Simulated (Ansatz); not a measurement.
# BClH5NSi: the cost of one run

Method: RKS B3LYP-D4/def2-SVP, in Ansatz 0.2.0.

## (1) Starting point

Bond lengths: B1–Si2 1.876 Å, Si2–N3 1.775 Å, Si2–Cl4 2.050 Å, B1–H5 1.229 Å, B1–H6 1.220 Å, Si2–H7 1.498 Å, N3–H8 1.067 Å, N3–H9 1.026 Å. Angles: B1–Si2–N3 109.0°, B1–Si2–Cl4 111.3°, B1–Si2–H7 108.8°, N3–Si2–Cl4 109.7°, N3–Si2–H7 109.8°, Cl4–Si2–H7 108.2°, Si2–B1–H5 121.8°, Si2–B1–H6 123.2°, H5–B1–H6 114.9°, Si2–N3–H8 106.2°, Si2–N3–H9 111.2°, H8–N3–H9 109.9°.

Structure file:

```xyz
9

B    -0.5347    1.3569   -0.5971
Si    0.3646   -0.2719   -0.3536
N     0.3891   -0.6647    1.3771
Cl   -0.5434   -1.7864   -1.3948
H    -0.7259    1.8297   -1.7149
H    -1.0222    1.9957    0.3213
H     1.7661   -0.1307   -0.8624
H     0.9551   -1.5650    1.4694
H    -0.5602   -0.8099    1.7379
```

## (2) End point A

Input file input.yaml:

```yaml
crystal:
  periodic: [false, false, false]
  atoms:
    - { symbol: B, position_ang: [-0.5347, 1.3569, -0.5971] }
    - { symbol: Si, position_ang: [0.3646, -0.2719, -0.3536] }
    - { symbol: "N", position_ang: [0.3891, -0.6647, 1.3771] }
    - { symbol: Cl, position_ang: [-0.5434, -1.7864, -1.3948] }
    - { symbol: H, position_ang: [-0.7259, 1.8297, -1.7149] }
    - { symbol: H, position_ang: [-1.0222, 1.9957, 0.3213] }
    - { symbol: H, position_ang: [1.7661, -0.1307, -0.8624] }
    - { symbol: H, position_ang: [0.9551, -1.565, 1.4694] }
    - { symbol: H, position_ang: [-0.5602, -0.8099, 1.7379] }
basis:
  gaussian: { orbitals: def2-SVP }
hamiltonian:
  xc: b3lyp
  dispersion: d4
relax:
  f_tol: 0.015
  max_steps: 40
```

Command:

```console
ansatz run input.yaml --threads 1 --pin off --max-ram 2048MiB --backend cpu --events-out ev --progress --plain --runs-dir out
```

Q: Estimate wall time and peak memory on 1 thread of AMD EPYC 7R43 (Zen 3), shared host.

About 58 s, with a peak of 0.19 GiB.
